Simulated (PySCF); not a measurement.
**InBi+: from the state search to spectroscopic constants**

Aim: find the lowest electronic state of InBi+, scan its bond at several levels of theory, and get bond length, wavenumber and dissociation energy from each curve.

The runs use PySCF 2.14.0; In def2-SVP with ECP28, Bi def2-SVP with ECP60, scalar-relativistic core potentials.

## Step 1: Set-up

The job is set up so:

```json
{
 "atoms": "In, Bi",
 "charge": "1",
 "basis": "In def2-SVP with ECP28, Bi def2-SVP with ECP60",
 "Hamiltonian": "scalar-relativistic core potentials",
 "basis functions": "52",
 "electrons treated": "43",
 "masses in u": "114.9039, 208.9804",
 "levels": "PBE0, PBE, r²SCAN, MN15, B3LYP, TPSSh, CAM-B3LYP, HF, MP2, SCS-MP2, CCSD, CCSD(T)",
 "grid": "80 radial by 434 angular points",
 "occupations": "held fixed by the projection of orbital angular momentum",
 "dissociation limit": "In+ + Bi, each in its ground configuration",
 "starting distance in angstrom": "2.950",
 "values of 2S to try": "1, 3"
}
```

Started as:

```sh
$ OMP_NUM_THREADS=1 python dia.py task.json out
```

Further steps of the session: PBE0 along the bond; Other states along the same grid; PBE; r²SCAN (meta-GGA); MN15; B3LYP (global hybrid GGA); TPSSh (hybrid meta-GGA); CAM-B3LYP; UHF; Correlated methods on the Hartree–Fock reference.

**Question.** What will these runs give? Wanted: for each run, Re; ωe; De; μ.

The runs gave:

Lowest PBE0 solution found, without spin–orbit coupling: ⁴Σ⁻ (quartet), unpaired electrons σ ↑, π ↑↑. State 2 has its PBE0 minimum 0.49 eV higher, as a spin-mixed determinant (⟨S²⟩ = 1.76), so this is no gap between pure states. State 3 has its PBE0 minimum 0.57 eV higher, as a spin-mixed determinant (⟨S²⟩ = 1.76), so this is no gap between pure states. State 4 has its PBE0 minimum 0.95 eV higher. The other levels ran on the lowest alone.

```tsv
level	Re (Å)	ωe (cm⁻¹)	De (eV)	μ (D)
UHF	3.557	46.1	0.221	-7.10
UHF-MP2	3.329	62.3	0.387	n/a
UHF-SCS-MP2	3.397	57.0	0.333	n/a
UHF-CCSD	3.350	62.4	0.374	n/a
UHF-CCSD(T)	3.318	65.4	0.404	n/a
PBE	3.204	77.2	0.74	-4.34
r²SCAN	3.171	79.7	0.70	-4.49
TPSSh	3.186	76.7	0.66	-4.55
B3LYP	3.264	70.9	0.62	-4.79
PBE0	3.197	76.6	0.64	-4.70
MN15	3.193	80.9	0.71	-4.69
CAM-B3LYP	3.232	73.0	0.56	-4.95
```

De is counted to In+ + Bi in their ground configurations. A positive dipole points from In to Bi; in an ion it is taken about the centre of mass and does not tell which atom is negative.

In words: Bond lengths run from 3.171 Å (r²SCAN) to 3.557 Å (UHF). CCSD(T) can't serve as the judge here: for a weak bond in this basis it is far from its limit. Among the levels with a De in the table, it runs from 0.221 eV (UHF) to 0.74 eV (PBE).

Correlated steps freeze 8 core orbitals. Spin–orbit coupling is left out, which matters for elements this heavy, above all for dissociation energies. With spin–orbit coupling the term label itself may not hold.
